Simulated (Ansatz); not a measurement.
SnTe3, 4 atoms in the cell. The typed cell holds 4 atoms: a = 5.461 Å, b = 5.461 Å, c = 5.461 Å, α = 60.00°, β = 60.00°, γ = 60.00°. The cell comes from a database or a generator and needn't be the stable form of this composition. The cell isn't the ideal one: atoms moved at random, drawn with an rms of 0.05 Å.

```yaml
Program: Ansatz 0.2.0
Task: single point
Functional: PBEsol
Potentials_or_basis: Ansatz PAW
Cutoff: "420 eV (not typed: the program's choice for these potentials)"
k_mesh: 6 × 6 × 6
Occupations: fermi-dirac, width 0.05 eV
Spin: no spin polarisation
```

Potentials or basis: Ansatz PAW.

Command:

```console
$ ansatz run input.yaml --threads 2 --pin off --max-ram 5632MiB --backend cpu --events-out ev --progress --plain --runs-dir out
```

Hardware: 2 threads of Arm Neoverse V1, on a shared host.

**Question.** How long does it take, and how much memory?

**Answer.** Wall time 25 s on 2 threads of Arm Neoverse V1 (shared host), peak memory 0.6 GiB. Counts: scf iterations 7, plane waves 2229, k points 112, bands 38.
